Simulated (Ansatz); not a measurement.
This was printed by a script on the Ansatz DFT code, driven from Python, for an all-electron LAPW single point of Tl, space group Im-3m. What did the script look like? Use: PBEsol, LAPW, the default cutoff (200 eV here), 10×10×10 k-points, Methfessel-Paxton smearing of 0.01 eV.

```cif
data_structure
_symmetry_space_group_name_H-M 'P 1'
_symmetry_Int_Tables_number 1
_cell_length_a 3.3619
_cell_length_b 3.3619
_cell_length_c 3.3619
_cell_angle_alpha 109.471
_cell_angle_beta 109.471
_cell_angle_gamma 109.471
_cell_volume 29.25
loop_
_atom_site_label
_atom_site_type_symbol
_atom_site_fract_x
_atom_site_fract_y
_atom_site_fract_z
_atom_site_occupancy
Tl1 Tl 0.00000 0.00000 0.00000 1
```

```console
$ python lapw.py
free energy      -550627.78449 eV
per atom         -550627.78449 eV
SCF iterations   7  (converged: True)
no band edges reported (a metal, or a gap too narrow for this smearing); Fermi level 14.915 eV
g(E_F) = 0.459 states/eV per cell
bare Sommerfeld coefficient 1.08 mJ/(mol of atoms K^2)
states between -10 and -6 eV: 0.811
states between -6 and -3 eV: 1.156
states between -3 and 0 eV: 0.985
states between 0 and 3 eV: 1.517
band   lowest  highest (eV from E_F)  electrons
  17   -9.696   -2.069             2.0000
  18   -2.422    9.744             0.9840
  19   -0.270   10.239             0.0160
  20    0.831   10.239             0.0000
  21    6.555   18.748             0.0000
  22    7.131   18.748             0.0000
electrons counted from the table: 35.0
estimated basis error 0.061 meV/atom, target 0.250
  Tl muffin-tin radius 1.681 A, core shells 9
```

One script that gives this output:

The script, `lapw.py`:
```python
'''Tl with all its electrons on LAPW.'''

import ansatz as az
import numpy as np

tl = (
    az.Lattice.bcc(3.882)
    .space_group(229)
    .atom('Tl', (0.0, 0.0, 0.0))
    .primitive()
)

calc = (
    tl.calculation()
    .scf(tolerance=1e-06)
    .kpoints(10, shift=0.5)
    .functional(az.Functional.PBESOL)
    .occupations(az.OccupationsMethod.METHFESSEL_PAXTON, width=10 * az.meV)
    .pseudopotentials('all_electron', lapw=True, relativity='scalar')
    .band_table()
    .density_of_states(energy_step=0.1)
)
res = calc.run()
rep = res.report

print(f'free energy      {rep["free_energy_ev"]:.5f} eV')
print(f'per atom         {rep["free_energy_ev"] / len(res.lattice.sites):.5f} eV')
print(f'SCF iterations   {rep["n_iterations"]}  (converged: {rep["converged"]})')

edges = rep.get('band_edges_ev')
if edges:
    print(f'band edges on the mesh: {edges[0]:.3f} and {edges[1]:.3f} eV, gap {edges[1] - edges[0]:.3f} eV')
else:
    print('no band edges reported (a metal, or a gap too narrow for this smearing); Fermi level', round(rep['fermi_energy_ev'], 3), 'eV')

dos = res.density_of_states()
energy = np.asarray(dos.energies_ev) - dos.fermi_ev
states, count = np.asarray(dos.spin_summed_g_bin_mean_per_ev), np.asarray(dos.spin_summed_integrated)
g_fermi = float(np.interp(0.0, energy, states))
print(f'g(E_F) = {g_fermi:.3f} states/eV per cell')
# Sommerfeld coefficient of bare band electrons: pi^2 k_B^2 g / 3
gamma = np.pi ** 2 / 3 * 8.617333e-5 ** 2 * g_fermi * 96485.33e3 / len(res.lattice.sites)
print(f'bare Sommerfeld coefficient {gamma:.2f} mJ/(mol of atoms K^2)')
for low, high in ((-10, -6), (-6, -3), (-3, 0), (0, 3)):
    print(f'states between {low} and {high} eV: {np.interp(high, energy, count) - np.interp(low, energy, count):.3f}')

table = np.array(rep['eigenvalues_ev']) - rep['fermi_energy_ev']
filling = np.array(rep['occupations'])
weights = np.tile(rep['kweights'], len(table) // len(rep['kweights']))
print('band   lowest  highest (eV from E_F)  electrons')
for band in range(table.shape[1]):
    if table[:, band].max() > -8:
        print(f'{band + 1:4d} {table[:, band].min():8.3f} {table[:, band].max():8.3f} {weights @ filling[:, band]:18.4f}')
print('electrons counted from the table:', round(float(weights @ filling.sum(axis=1)), 5))

errors = rep['lapw_basis_errors']
print(f'estimated basis error {1000 * errors["total_ev_per_atom"]:.3f} meV/atom, target {1000 * errors["basis_error_target_ev_per_atom"]:.3f}')
for sphere in errors['spheres']:
    print(f'  {sphere["species"]:2s} muffin-tin radius {sphere["muffin_tin_radius_ang"]:.3f} A, core shells {sphere["core_shells"]}')
```

The settings weren't tested for convergence. The mesh is modest for a metal, so energies can be off by several to tens of meV an atom and pressures by half a GPa or more; differences at equal mesh fare better. Only differences from the Fermi energy are physical; the zero of the scale is a convention. This isn't the structure that Tl takes at ambient conditions. Levels are Kohn-Sham eigenvalues on this mesh, without spin-orbit coupling. The computed bands are complete only to about 7.1 eV above the Fermi level; beyond that the density of states is undercounted. Finished in 3.4 s on 1 thread of Intel(R) Xeon(R) 6975P-C (Granite Rapids), with other jobs on the host, peak memory 0.36 GiB.

(Lines on the test bed's own set-up are left out of the output.)
